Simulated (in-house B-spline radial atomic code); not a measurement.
# S⁵⁺: density, ELF and screening along the radius

How do the shells of S⁵⁺ show in real space, and how much do the settings move them?

Program: in-house B-spline radial atomic code version 1. Level of theory: several methods, spin-polarised, as named in each step; spherical all-electron atom at the radial basis limit. These are calculated values, not measurements, unless marked.

### Step 1. The system

```
element       : sulfur (Z = 16)
charge        : +5
electrons     : 11
configuration : [Ne] 3s1
nucleus       : point (non-relativistic runs) or finite (X2C runs)
```

The outer shells:

[Ne] 3s1
```
[Ne] core
3s [↑ ]
```

Where spins are not typed, each open shell is filled with up spins first.

### Step 2. LDA (VWN5), non-rel.

Settings of the run:

```ini
Z = 16
electrons = 11.0
configuration = [Ne] 3s1
hamiltonian = nr
method = lda,vwn
spin_polarised = True
```

Run with:

```sh
python run_scf.py task.json out
```

One command runs all members of the session, one after another, from task.json.

From the run's result record (rounded, not every field):

```text
{
  "status": "converged",
  "scf [iteration, energy, orbital gradient]": [
    [1, -384.775042337, 0.685],
    [2, -388.988756326, 0.291],
    [3, -389.725446293, 0.0925],
    [4, -389.803318936, 0.0285],
    [5, -389.809775869, 0.0116],
    [6, -389.811151785, 8.4e-05],
    [7, -389.811151846, 3.05e-06],
    [8, -389.811151846, 4.58e-08]
  ],
  "energy [hartree]": {"total": -389.811151846, "kinetic": 389.12827771, "nuclear": -895.696449233, "coulomb": 138.879445943, "xc": -22.1224262655},
  "orbitals [hartree, bohr; first row names the columns]": [
    ["name", "occ", "eps", "<r>", "<r^2>", "<1/r>", "r_max", "density_at_nucleus", "spin_orbit_zeta"],
    ["1s up", 1.0, -90.866419, 0.097548, 0.012791, 15.516, 0.063887, 1225.7, "-"],
    ["1s down", 1.0, -90.853745, 0.097552, 0.012791, 15.515, 0.063891, 1225.6, "-"],
    ["2s up", 1.0, -10.627667, 0.47981, 0.27353, 3.0544, 0.38996, 93.59, "-"],
    ["2s down", 1.0, -10.611418, 0.47915, 0.27257, 3.057, 0.39, 93.71, "-"],
    ["2p up", 3.0, -8.6939773, 0.43925, 0.24052, 2.9728, 0.32436, "-", 0.030673],
    ["2p down", 3.0, -8.6778416, 0.43835, 0.23924, 2.9762, 0.32433, "-", 0.030735],
    ["3s up", 1.0, -3.0035182, 1.4114, 2.2648, 0.99159, 1.2768, 14.318, "-"]
  ],
  "sum_r [bohr^k]": {"-1": 55.98103, "1": 5.19828, "2": 4.27579},
  "density_at_nucleus [bohr^-3]": 2652.946,
  "spin_density_at_nucleus [bohr^-3]": 14.35678,
  "mass_velocity [hartree]": -4.603349,
  "darwin [hartree]": 3.550577,
  "radius_at_0.001 [bohr]": 2.526,
  "radius_enclosing_fraction [bohr]": {"0.5": 0.3815, "0.9": 0.9359, "0.99": 2.034},
  "slater [hartree]": {
    "F0(2p up,2p up)": 2.0883,
    "F2(2p up,2p up)": 0.96729,
    "F0(2p up,2p down)": 2.09,
    "F2(2p up,2p down)": 0.9684,
    "F0(2p up,3s up)": 0.83814,
    "G1(2p up,3s up)": 0.074796,
    "F0(2p down,2p down)": 2.0917,
    "F2(2p down,2p down)": 0.96951,
    "F0(2p down,3s up)": 0.83832,
    "F0(3s up,3s up)": 0.6365
  }
}
```

Wall time 0.3 s (1 thread, shared host).

radius_at_0.001 is where the density falls to 0.001 electrons per bohr³.

The record's radial tables, every 2nd point:

```csv
r (bohr),4πr²n (1/bohr),ELF,screened charge r·V (e),reduced gradient s,4πr²(n↑−n↓)
0.0104,2.586,0.9998,15.42,0.4164,0.01390
0.0147,4.504,0.9997,15.19,0.4352,0.02403
0.0210,7.522,0.9996,14.86,0.4640,0.03950
0.0298,11.46,0.9991,14.43,0.5067,0.05814
0.0424,15.60,0.9971,13.85,0.5725,0.07311
0.0603,18.12,0.9866,13.13,0.6724,0.06961
0.0858,17.22,0.8993,12.28,0.8074,0.03610
0.122,13.68,0.4569,11.27,0.8659,-0.002916
0.174,11.97,0.2275,10.08,0.5347,0.03311
0.247,14.89,0.5458,8.725,0.2957,0.1756
0.351,17.32,0.8346,7.343,0.4311,0.2343
0.500,12.90,0.8592,6.239,0.7350,0.04912
0.711,5.321,0.5475,5.601,1.286,0.09735
1.01,1.639,0.08141,5.277,1.456,0.6935
1.44,0.9024,0.7108,5.090,1.284,0.8469
2.05,0.2942,0.9967,5.013,3.091,0.2935
2.91,0.02383,0.9999,5.001,10.63,0.02382
4.14,0.0002794,1.000,5.000,64.14,0.0002794
```

### Step 3. PBE, non-rel.

Settings of the run:

```ini
Z = 16
electrons = 11.0
configuration = [Ne] 3s1
hamiltonian = nr
method = pbe,pbe
spin_polarised = True
```

Results of the run:

```text
{
  "status": "converged",
  "iterations": 8,
  "energy [hartree]": {"total": -391.032135903, "kinetic": 390.651036261, "nuclear": -897.352750272, "coulomb": 139.050484336, "xc": -23.3809062279},
  "orbitals [hartree, bohr; first row names the columns]": [
    ["name", "occ", "eps", "<r>"],
    ["1s up", 1.0, -91.184486, 0.097272],
    ["1s down", 1.0, -91.174019, 0.097276],
    ["2s up", 1.0, -10.664061, 0.47814],
    ["2s down", 1.0, -10.645983, 0.47759],
    ["2p up", 3.0, -8.695659, 0.4388],
    ["2p down", 3.0, -8.6784484, 0.43802],
    ["3s up", 1.0, -2.9998654, 1.4141]
  ],
  "sum_r [bohr^k]": {"-1": 56.08455, "1": 5.194864, "2": 4.277415}
}
```

Run time: 0.09 s. Hardware: 1 thread, shared host.

The record's radial tables, every 4th point:

```csv
r (bohr),4πr²n (1/bohr),ELF,screened charge r·V (e),reduced gradient s,4πr²(n↑−n↓)
0.0104,2.604,0.9998,15.42,0.4163,0.01373
0.0210,7.569,0.9996,14.86,0.4641,0.03900
0.0424,15.67,0.9972,13.85,0.5731,0.07204
0.0859,17.22,0.8985,12.27,0.8103,0.03503
0.174,11.93,0.2256,10.07,0.5334,0.03289
0.352,17.37,0.8367,7.328,0.4323,0.2313
0.712,5.265,0.5413,5.598,1.296,0.1024
1.44,0.9025,0.7143,5.090,1.285,0.8473
2.92,0.02395,1.000,5.001,10.55,0.02395
```

### Step 4. Hartree-Fock, non-rel.

Settings of the run:

```ini
Z = 16
electrons = 11.0
configuration = [Ne] 3s1
hamiltonian = nr
method = hf
spin_polarised = True
```

Results of the run:

```text
{
  "status": "converged",
  "iterations": 9,
  "energy [hartree]": {"total": -390.774552518, "kinetic": 390.774551825, "nuclear": -897.548793343, "coulomb": 139.152009064, "exact_exchange": -23.1523200651},
  "orbitals [hartree, bohr; first row names the columns]": [
    ["name", "occ", "eps", "<r>"],
    ["1s up", 1.0, -95.078775, 0.097112],
    ["1s down", 1.0, -95.048373, 0.097135],
    ["2s up", 1.0, -11.940529, 0.47233],
    ["2s down", 1.0, -11.885455, 0.47408],
    ["2p up", 3.0, -9.6129289, 0.4377],
    ["2p down", 3.0, -9.5905541, 0.43739],
    ["3s up", 1.0, -3.2112823, 1.4302]
  ],
  "sum_r [bohr^k]": {"-1": 56.0968, "1": 5.196117, "2": 4.296639}
}
```

Run time: 0.12 s. Hardware: 1 thread, shared host.

Fields along the radius, from the same record (one point in 4):

```csv
r (bohr),4πr²n (1/bohr),ELF,screened charge r·V (e),reduced gradient s,4πr²(n↑−n↓)
0.0104,2.601,0.9998,15.42,0.4154,0.01329
0.0211,7.615,0.9996,14.85,0.4635,0.03802
0.0426,15.74,0.9973,13.84,0.5732,0.07008
0.0864,17.19,0.8972,12.25,0.8144,0.03441
0.175,11.89,0.2224,10.05,0.5249,0.03996
0.355,17.44,0.8414,7.291,0.4351,0.2266
0.718,5.088,0.5229,5.587,1.331,0.09441
1.46,0.8769,0.7727,5.088,1.277,0.8353
2.95,0.02277,1.000,5.000,10.80,0.02277
```

### Step 5. ωB97X, non-rel.

Settings of the run:

```ini
Z = 16
electrons = 11.0
configuration = [Ne] 3s1
hamiltonian = nr
method = wb97x
spin_polarised = True
```

Results of the run:

```text
{
  "status": "converged",
  "iterations": 10,
  "energy [hartree]": {"total": -391.230313253, "kinetic": 390.931213807, "nuclear": -897.72814983, "coulomb": 139.164875517, "exact_exchange": -5.19140909374, "xc": -18.4068436545},
  "orbitals [hartree, bohr; first row names the columns]": [
    ["name", "occ", "eps", "<r>"],
    ["1s up", 1.0, -91.969859, 0.097216],
    ["1s down", 1.0, -91.956864, 0.097223],
    ["2s up", 1.0, -11.013312, 0.47661],
    ["2s down", 1.0, -11.00027, 0.47627],
    ["2p up", 3.0, -8.982051, 0.43829],
    ["2p down", 3.0, -8.9715243, 0.43708],
    ["3s up", 1.0, -3.1458802, 1.415]
  ],
  "sum_r [bohr^k]": {"-1": 56.10801, "1": 5.18848, "2": 4.265496}
}
```

Run time: 0.24 s. Hardware: 1 thread, shared host.

Fields along the radius, from the same record (one point in 4):

```csv
r (bohr),4πr²n (1/bohr),ELF,screened charge r·V (e),reduced gradient s,4πr²(n↑−n↓)
0.0104,2.605,0.9998,15.42,0.4161,0.01371
0.0210,7.574,0.9996,14.86,0.4639,0.03895
0.0425,15.71,0.9972,13.84,0.5736,0.07208
0.0859,17.23,0.8989,12.27,0.8108,0.03557
0.174,11.92,0.2246,10.07,0.5331,0.03591
0.352,17.41,0.8374,7.323,0.4313,0.2308
0.712,5.267,0.5422,5.596,1.300,0.08524
1.44,0.9036,0.7215,5.090,1.257,0.8535
2.92,0.02350,1.000,5.001,10.42,0.02350
```

### Step 6. The runs side by side

| run | total energy (hartree) | highest level (eV) | radius holding 50 / 90 / 99 % (bohr) | radius at n = 0.001 (bohr) | ELF minima on the full grid (bohr) |
| --- | --- | --- | --- | --- | --- |
| LDA (VWN5), non-rel. | -389.8112 | -81.730 | 0.382 / 0.936 / 2.03 | 2.53 | 0.17, 1.0 |
| PBE, non-rel. | -391.0321 | -81.630 | 0.381 / 0.935 / 2.04 | 2.53 | 0.17, 1.0 |
| Hartree-Fock, non-rel. | -390.7746 | -87.383 | 0.381 / 0.932 / 2.05 | 2.54 | 0.17, 1.0 |
| ωB97X, non-rel. | -391.2303 | -85.604 | 0.381 / 0.932 / 2.03 | 2.52 | 0.17, 1.0 |

In the first run ELF has 2 minima on the grid, which mark the borders between shells. On the record's full grid the screened charge (r times the electrostatic potential) falls from 15.9 near the nucleus to 5.00 at 4.9 bohr; far out it tends to the net charge, 5. The grid is coarse (about 19 % a step), so the places of minima are rough.

Members of this set that are not shown: 1 used exact exchange with fractional occupations of an open shell, which is unsound here.
